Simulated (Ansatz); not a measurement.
# C2H4AlN: up Jacob's ladder to CCSD(T)

The task here is to estimate one member of a computed series from the others.

The runs use Ansatz 0.2.0, Gaussian basis; functionals in def2-TZVPP, the program's frozen cores in correlated methods.

Levels to be run: LDA (SPW92), PBE-D4, revPBE-D4, BLYP-D4, r2SCAN-D4, B97M-V, PBE0-D4, B3LYP-D4, r2SCANh-D4, r2SCAN0-D4, HSE06-D4, BHLYP-D4, CAM-B3LYP-D4, LC-ωPBE, ωB97X-V, ωB97M-V, B2PLYP, PBE-QIDH; CCSD(T)/def2-SVP; CCSD(T)/def2-TZVPP; MP2/def2-QZVPP; extrapolation to the limit; RPA on PBE.

1 further run of the same task is left out (it didn't finish).

**The geometry**

The geometry comes from an earlier relaxation with PBE0-D4 in a triple-zeta def2 set; it is a stationary point, not always the lowest conformer.

8 atoms, charge 0, spin multiplicity 1.

Atoms are counted from 1 here; the program's logs count them from 0.

Bond lengths: C1–N2 1.282 Å, C1–Al4 1.954 Å, C1–H5 1.091 Å, N2–C3 1.485 Å, C3–Al4 1.971 Å, C3–H6 1.093 Å, C3–H7 1.093 Å, Al4–H8 1.598 Å. Angles: N2–C1–Al4 91.8°, N2–C1–H5 118.2°, Al4–C1–H5 150.0°, C1–N2–C3 111.4°, N2–C3–Al4 85.4°, N2–C3–H6 110.1°, N2–C3–H7 109.7°, Al4–C3–H6 121.4°, Al4–C3–H7 120.7°, H6–C3–H7 106.7°, C1–Al4–C3 71.3°, C1–Al4–H8 143.1°, C3–Al4–H8 145.4°.

Geometry (Å):

```xyz
8

C    -1.0886    0.5423   -0.5473
N    -0.0873    1.1707   -0.0516
C     0.9591    0.2325    0.4279
Al   -0.2833   -1.1901   -0.1362
H    -1.9206    1.1275   -0.9415
H     1.1727    0.4163    1.4840
H     1.8903    0.4083   -0.1166
H    -0.5501   -2.7647   -0.1746
```

The first run:

The input, in.yaml:

```yaml
crystal:
  periodic: [false, false, false]
  atoms:
    - {symbol: C, position_ang: [-1.088633, 0.542326, -0.547326]}
    - {symbol: N, position_ang: [-0.087335, 1.170711, -0.051620]}
    - {symbol: C, position_ang: [0.959130, 0.232547, 0.427940]}
    - {symbol: Al, position_ang: [-0.283312, -1.190065, -0.136162]}
    - {symbol: H, position_ang: [-1.920589, 1.127463, -0.941498]}
    - {symbol: H, position_ang: [1.172666, 0.416270, 1.484012]}
    - {symbol: H, position_ang: [1.890337, 0.408336, -0.116574]}
    - {symbol: H, position_ang: [-0.550064, -2.764688, -0.174571]}
basis:
  gaussian: {orbitals: def2-TZVPP}
hamiltonian: {xc: lda}
output: {orbitals: {seedname: orbitals}}
```

Command:

```bash
$ ansatz run in.yaml --threads 2 --pin off --events-out ev --progress --plain --max-ram 4352MiB
```

Among the steps run: LDA; PBE-D4 (GGA); revPBE-D4 (GGA); BLYP-D4 (GGA); r2SCAN-D4 (meta-GGA); B97M-V (meta-GGA); B3LYP-D4 (hybrid); r2SCANh-D4 (hybrid); r2SCAN0-D4 (hybrid); HSE06-D4 (hybrid); BHLYP-D4 (hybrid); CAM-B3LYP-D4 (range-separated); LC-ωPBE (range-separated); ωB97X-V (range-separated); ωB97M-V (range-separated); B2PLYP (double hybrid); PBE-QIDH (double hybrid).

One of the session's tables, all rows but one given; the rest of the session is left out.

It belongs to the step «Orbital energies across the functionals». 

| functional | HOMO (eV) | LUMO (eV) | gap (eV) |
| --- | --- | --- | --- |
| LDA (SPW92) | -5.14 | -2.92 | 2.22 |
| PBE-D4 | -5.02 | -2.68 | 2.34 |
| revPBE-D4 | -4.96 | -2.58 | 2.38 |
| BLYP-D4 | -4.91 | -2.55 | 2.36 |
| r2SCAN-D4 | -5.18 | -2.45 | 2.74 |
| B97M-V | -5.31 | -2.50 | 2.81 |
| PBE0-D4 | -6.22 | -1.81 | 4.41 |
| B3LYP-D4 | -6.03 | -2.02 | 4.00 |
| r2SCANh-D4 | -5.64 | -2.13 | 3.51 |
| r2SCAN0-D4 | ? | ? | ? |
| HSE06-D4 | -5.82 | -2.18 | 3.64 |
| BHLYP-D4 | -7.37 | -0.95 | 6.42 |
| CAM-B3LYP-D4 | -7.54 | -0.82 | 6.72 |
| LC-ωPBE | -8.82 | 0.28 | 9.10 |
| ωB97X-V | -8.50 | 0.18 | 8.67 |
| ωB97M-V | -8.41 | -0.07 | 8.34 |

**Question.** Estimate the row for r2SCAN0-D4.

Worked estimate for «HOMO (eV)». Against the share of exact exchange, r2SCAN-D4 (0, -5.18), r2SCANh-D4 (0.1, -5.64) give a slope of -4.60 per unit share; at 0.25 the line stands at -6.33.

**Answer.** HOMO (eV): -6.34; LUMO (eV): -1.67; gap (eV): 4.67. In «HOMO (eV)» the line misses by +0.01.
